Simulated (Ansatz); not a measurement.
# CH₆FInSi: a ladder of functionals and wavefunction methods

Aim: compute CH₆FInSi with functionals from several rungs and with coupled cluster. The yardstick is the atomisation energy at the CCSD(T) limit.

Program: Ansatz 0.2.0, Gaussian basis. Level of theory: functionals in def2-TZVPP, the program's frozen cores in correlated methods. These are calculated values, not measurements.

Levels to be run: LDA (SPW92), PBE-D4, revPBE-D4, BLYP-D4, r2SCAN-D4, B97M-V, PBE0-D4, B3LYP-D4, r2SCANh-D4, r2SCAN0-D4, HSE06-D4, BHLYP-D4, CAM-B3LYP-D4, LC-ωPBE, ωB97X-V, ωB97M-V, B2PLYP, PBE-QIDH; CCSD(T)/def2-SVP; CCSD(T)/def2-TZVPP; MP2/def2-QZVPP; extrapolation to the limit; RPA on PBE.

### 1 The geometry

An earlier PBE0-D4 in a triple-zeta def2 set relaxation fixed the geometry. In takes the def2 core potential; no spin-orbit term is included.

SMILES `[CH3][In]([F])[SiH3]`, 10 atoms, charge 0, spin multiplicity 1.

Atoms are counted from 1 here; the program's logs count them from 0.

Bond lengths: C1–In2 2.137 Å, C1–H5 1.091 Å, C1–H6 1.091 Å, C1–H7 1.089 Å, In2–F3 1.977 Å, In2–Si4 2.561 Å, Si4–H8 1.487 Å, Si4–H9 1.488 Å, Si4–H10 1.487 Å. Angles: In2–C1–H5 108.5°, In2–C1–H6 108.5°, In2–C1–H7 112.2°, H5–C1–H6 108.3°, H5–C1–H7 109.5°, H6–C1–H7 109.7°, C1–In2–F3 108.0°, C1–In2–Si4 143.9°, F3–In2–Si4 108.1°, In2–Si4–H8 109.4°, In2–Si4–H9 111.7°, In2–Si4–H10 109.4°, H8–Si4–H9 108.7°, H8–Si4–H10 109.0°, H9–Si4–H10 108.6°.

Geometry (Å):

```csv
atom,x (Å),y (Å),z (Å)
C1,0.2361,1.9646,-1.0465
In2,0.3744,-0.0467,-0.3374
F3,1.8110,-0.9526,-1.3484
Si4,-0.6136,-1.7267,1.3237
H5,1.1859,2.4664,-0.8541
H6,0.0738,1.9409,-2.1251
H7,-0.5711,2.5156,-0.5658
H8,0.4561,-2.2048,2.2391
H9,-1.7009,-1.1196,2.1378
H10,-1.1687,-2.8883,0.5795
```

### 2 LDA

This LDA is Slater exchange with PW92 correlation.

in.yaml

```yaml
crystal:
  periodic: [false, false, false]
  atoms:
    - {symbol: C, position_ang: [0.236090, 1.964643, -1.046510]}
    - {symbol: In, position_ang: [0.374389, -0.046687, -0.337405]}
    - {symbol: F, position_ang: [1.811049, -0.952633, -1.348382]}
    - {symbol: Si, position_ang: [-0.613612, -1.726729, 1.323698]}
    - {symbol: H, position_ang: [1.185936, 2.466368, -0.854075]}
    - {symbol: H, position_ang: [0.073755, 1.940904, -2.125142]}
    - {symbol: H, position_ang: [-0.571052, 2.515649, -0.565840]}
    - {symbol: H, position_ang: [0.456083, -2.204795, 2.239102]}
    - {symbol: H, position_ang: [-1.700898, -1.119618, 2.137806]}
    - {symbol: H, position_ang: [-1.168738, -2.888301, 0.579547]}
basis:
  gaussian: {orbitals: def2-TZVPP}
hamiltonian: {xc: lda}
output: {orbitals: {seedname: orbitals}}
```

The runs that follow: PBE-D4 (GGA); revPBE-D4 (GGA); BLYP-D4 (GGA); r2SCAN-D4 (meta-GGA); B97M-V (meta-GGA); PBE0-D4 (hybrid); B3LYP-D4 (hybrid); r2SCANh-D4 (hybrid); r2SCAN0-D4 (hybrid); HSE06-D4 (hybrid); BHLYP-D4 (hybrid); CAM-B3LYP-D4 (range-separated); LC-ωPBE-D4 (range-separated); ωB97X-V (range-separated); ωB97M-V (range-separated); B2PLYP (double hybrid); PBE-QIDH (double hybrid); CCSD(T) in def2-SVP; CCSD(T) in def2-TZVPP; MP2 in def2-QZVPP; RPA on PBE orbitals.

Before running them: what should the planned runs give, taken together? Wanted: atomisation energy, CCSD(T)/CBS; farthest beyond LDA; mean size of error, GGA; mean size of error, meta-GGA; mean size of error, hybrid; mean size of error, range-separated; mean size of error, double hybrid; gap, smallest and largest; T1 diagnostic.

As calculated:

```
                               quantity                                                                           value
        atomisation energy, CCSD(T)/CBS                                                                       32.312 eV
    functionals within 0.323 eV (1.0 %)  PBE-D4, r2SCAN-D4, B97M-V, r2SCANh-D4, CAM-B3LYP-D4, LC-ωPBE, ωB97X-V, ωB97M-V
                    farthest beyond LDA                                                            BHLYP-D4 (-0.989 eV)
                mean size of error, GGA                                                                        0.490 eV
           mean size of error, meta-GGA                                                                        0.112 eV
             mean size of error, hybrid                                                                        0.525 eV
    mean size of error, range-separated                                                                        0.139 eV
      mean size of error, double hybrid                                                                        0.584 eV
              gap, smallest and largest                                           3.89 eV (BLYP-D4), 10.26 eV (LC-ωPBE)
                          T1 diagnostic                                                                          0.0145
triples share of the correlation energy                                                                           3.1 %
```

What this shows: The LDA atomisation energy is off by 3.791 eV (12 %): it overbinds. PBE-D4 misses by -0.108 eV. Double hybrids carry the basis error of their MP2 part in triple zeta, and no dispersion term here, so their miss is partly the set-up's. The rungs meta-GGA, range-separated miss on average by less than the doubt on the reference (0.323 eV), so they tie. The reference freezes the cores and leaves out spin-orbit coupling and excitations past (T), and its outer-core shells are covered unevenly, so misses under about 0.323 eV can't be ranked. All levels share the lack of spin-orbit coupling, which lowers the free heavy atoms and so the true binding. Hartree-Fock recovers 74 % of the binding; the rest is correlation. CCSD(T) in def2-SVP is off by -2.078 eV, worse than the median functional, from the basis alone. Orbital gaps span 3.9 to 10.3 eV; exact exchange widens them. Correlated methods include outer-core shells of In, which these sets cover unevenly.
